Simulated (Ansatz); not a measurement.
# CH7GaOSi: small, medium and large basis sets

One table from this session's results is given with a row withheld; the runs are named, their logs left out.

Computed with Ansatz 0.2.0, Gaussian basis. Level: one geometry, several basis sets.

Levels to be run: PBE0-D4/def2-SVP; ωB97M-V/def2-SVP; PBE0-D4/def2-QZVPP; the functionals' def2-TZVPP values are taken from earlier runs.

1 further run of the same task is left out (it didn't finish).

## Structure used throughout

All runs share one geometry, relaxed beforehand with PBE0-D4 in a triple-zeta def2 set.

SMILES `C[SiH](O)[GaH2]`, 11 atoms, charge 0, spin multiplicity 1.

Atoms are counted from 1 here; the program's logs count them from 0.

Bond lengths: C1–Si2 1.872 Å, C1–H5 1.094 Å, C1–H6 1.094 Å, C1–H7 1.092 Å, Si2–O3 1.664 Å, Si2–Ga4 2.424 Å, Si2–H8 1.498 Å, O3–H9 0.959 Å, Ga4–H10 1.578 Å, Ga4–H11 1.575 Å. Angles: Si2–C1–H5 110.2°, Si2–C1–H6 111.3°, Si2–C1–H7 111.3°, H5–C1–H6 107.5°, H5–C1–H7 108.0°, H6–C1–H7 108.4°, C1–Si2–O3 111.6°, C1–Si2–Ga4 114.1°, C1–Si2–H8 106.9°, O3–Si2–Ga4 102.4°, O3–Si2–H8 109.4°, Ga4–Si2–H8 112.4°, Si2–O3–H9 117.6°, Si2–Ga4–H10 121.2°, Si2–Ga4–H11 122.1°, H10–Ga4–H11 116.7°.

The first run:

Input file in.yaml:

```yaml
crystal:
  periodic: [false, false, false]
  atoms:
    - {symbol: C, position_ang: [-0.839901, 1.394714, -0.046954]}
    - {symbol: Si, position_ang: [-0.259911, -0.326334, 0.405970]}
    - {symbol: O, position_ang: [0.735318, -0.306448, 1.739838]}
    - {symbol: Ga, position_ang: [1.140953, -1.372262, -1.273061]}
    - {symbol: H, position_ang: [-1.492847, 1.354094, -0.924313]}
    - {symbol: H, position_ang: [-1.410576, 1.849554, 0.768042]}
    - {symbol: H, position_ang: [0.003264, 2.047730, -0.283174]}
    - {symbol: H, position_ang: [-1.485669, -1.131652, 0.710290]}
    - {symbol: H, position_ang: [0.345026, -0.063508, 2.581051]}
    - {symbol: H, position_ang: [2.073051, -0.510937, -2.210533]}
    - {symbol: H, position_ang: [1.191291, -2.934940, -1.467155]}
basis:
  gaussian: {orbitals: def2-SVP}
hamiltonian: {xc: pbe0, dispersion: d4}
output: {orbitals: {seedname: orbitals}}
```

Command:

```bash
$ ansatz run in.yaml --threads 2 --pin off --events-out ev --progress --plain --max-ram 4352MiB
```

Steps of the session up to this table: PBE0-D4 in def2-SVP; ωB97M-V in def2-SVP; PBE0-D4 in def2-QZVPP.

One table of the session follows, with a row left open; its other results are not shown here.

It belongs to the step «Functionals by basis». 

| functional | basis | HOMO (eV) | LUMO (eV) |
| --- | --- | --- | --- |
| PBE0-D4 | def2-SVP | ? | ? |
| PBE0-D4 | def2-TZVPP | -7.16 | -1.98 |
| PBE0-D4 | def2-QZVPP | -7.17 | -2.01 |
| ωB97M-V | def2-SVP | -9.11 | -0.15 |
| ωB97M-V | def2-TZVPP | -9.19 | -0.25 |

**Question.** Estimate the row for PBE0-D4, def2-SVP.

The run gave: HOMO (eV): -7.11; LUMO (eV): -1.90. In the column «HOMO (eV)» it is the highest.
